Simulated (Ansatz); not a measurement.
# CH₅NSn: up Jacob's ladder to CCSD(T)

How much do the methods differ for CH₅NSn? The plan is to run it at one geometry with functionals of several rungs and with coupled cluster, and see how far each lands from CCSD(T) at the basis-set limit for the atomisation energy.

The runs use Ansatz 0.2.0, Gaussian basis; functionals in def2-TZVPP, the program's frozen cores in correlated methods.

Plan: LDA (SPW92), PBE-D4, revPBE-D4, BLYP-D4, r2SCAN-D4, B97M-V, PBE0-D4, B3LYP-D4, r2SCANh-D4, r2SCAN0-D4, HSE06-D4, BHLYP-D4, CAM-B3LYP-D4, LC-ωPBE, ωB97X-V, ωB97M-V, B2PLYP, PBE-QIDH; CCSD(T)/def2-SVP; CCSD(T)/def2-TZVPP; CCSD(T)/def2-QZVPP; extrapolation to the limit; RPA on PBE.

1 further run of the same task is left out (for a known fault of the program).

## (1) Structure used throughout

The geometry comes from an earlier relaxation with PBE0-D4 in a triple-zeta def2 set; it is a stationary point, not always the lowest conformer. Sn takes the def2 core potential; no spin-orbit term is included.

SMILES `[CH3][Sn][NH2]`, 8 atoms, charge 0, spin multiplicity 1.

Atoms are counted from 1 here; the program's logs count them from 0.

Bond lengths: C1–Sn2 2.193 Å, C1–H4 1.093 Å, C1–H5 1.091 Å, C1–H6 1.094 Å, Sn2–N3 2.015 Å, N3–H7 1.008 Å, N3–H8 1.009 Å. Angles: Sn2–C1–H4 110.2°, Sn2–C1–H5 111.9°, Sn2–C1–H6 109.4°, H4–C1–H5 108.8°, H4–C1–H6 108.1°, H5–C1–H6 108.4°, C1–Sn2–N3 92.8°, Sn2–N3–H7 123.7°, Sn2–N3–H8 124.9°, H7–N3–H8 111.4°.

## (2) LDA

This LDA is Slater exchange with PW92 correlation.

File in.yaml:

```yaml
crystal:
  periodic: [false, false, false]
  atoms:
    - {symbol: C, position_ang: [-0.740281, 0.930417, -0.609666]}
    - {symbol: Sn, position_ang: [1.321551, 0.707535, 0.102295]}
    - {symbol: N, position_ang: [0.999382, -1.173010, 0.749372]}
    - {symbol: H, position_ang: [-1.016172, 0.080539, -1.239985]}
    - {symbol: H, position_ang: [-0.877360, 1.850757, -1.179764]}
    - {symbol: H, position_ang: [-1.419788, 0.951739, 0.247915]}
    - {symbol: H, position_ang: [1.702356, -1.738306, 1.198486]}
    - {symbol: H, position_ang: [0.122510, -1.666770, 0.675648]}
basis:
  gaussian: {orbitals: def2-TZVPP}
hamiltonian: {xc: lda}
output: {orbitals: {seedname: orbitals}}
```

Started as:

```
> ansatz run in.yaml --threads 2 --pin off --events-out ev --progress --plain --max-ram 32768MiB --backend cpu
```

After this run come: PBE-D4 (GGA); revPBE-D4 (GGA); BLYP-D4 (GGA); r2SCAN-D4 (meta-GGA); B97M-V (meta-GGA); B3LYP-D4 (hybrid); r2SCANh-D4 (hybrid); r2SCAN0-D4 (hybrid); HSE06-D4 (hybrid); BHLYP-D4 (hybrid); CAM-B3LYP-D4 (range-separated); LC-ωPBE (range-separated); ωB97X-V (range-separated); ωB97M-V (range-separated); B2PLYP (double hybrid); PBE-QIDH (double hybrid); CCSD(T) in def2-SVP; CCSD(T) in def2-TZVPP; CCSD(T) in def2-QZVPP; RPA on PBE orbitals.

**Question.** What will the summary of the whole plan be? Wanted: atomisation energy, CCSD(T)/CBS; farthest beyond LDA; mean size of error, GGA; mean size of error, meta-GGA; mean size of error, hybrid; mean size of error, range-separated; mean size of error, double hybrid; gap, smallest and largest; T1 diagnostic.

**Answer**, as computed:

| quantity | value |
| --- | --- |
| atomisation energy, CCSD(T)/CBS | 27.430 eV |
| functionals within 0.274 eV (1.0 %) | BLYP-D4, r2SCAN-D4, B97M-V, PBE0-D4, B3LYP-D4, HSE06-D4, CAM-B3LYP-D4, ωB97X-V, ωB97M-V |
| farthest beyond LDA | BHLYP-D4 (-0.921 eV) |
| mean size of error, GGA | 0.247 eV |
| mean size of error, meta-GGA | 0.166 eV |
| mean size of error, hybrid | 0.440 eV |
| mean size of error, range-separated | 0.167 eV |
| mean size of error, double hybrid | 0.491 eV |
| gap, smallest and largest | 2.75 eV (BLYP-D4), 8.91 eV (LC-ωPBE) |
| T1 diagnostic | 0.0159 |
| triples share of the correlation energy | 3.5 % |

**Reading.** The LDA atomisation energy is off by 3.737 eV (14 %): it overbinds. PBE-D4 misses by +0.361 eV. Double hybrids carry the basis error of their MP2 part in triple zeta, and no dispersion term here, so their miss is partly the set-up's. The rungs meta-GGA, range-separated, GGA miss on average by less than the doubt on the reference (0.274 eV), so they tie. The reference freezes the cores and leaves out spin-orbit coupling and excitations past (T), and its outer-core shells are covered unevenly, so misses under about 0.274 eV can't be ranked. All levels share the lack of spin-orbit coupling, which lowers the free heavy atoms and so the true binding. Hartree-Fock recovers 68 % of the binding; the rest is correlation. CCSD(T) in def2-SVP is off by -2.193 eV, worse than the median functional, from the basis alone. Orbital gaps span 2.7 to 8.9 eV; exact exchange widens them. Correlated methods include outer-core shells of Sn, which these sets cover unevenly.
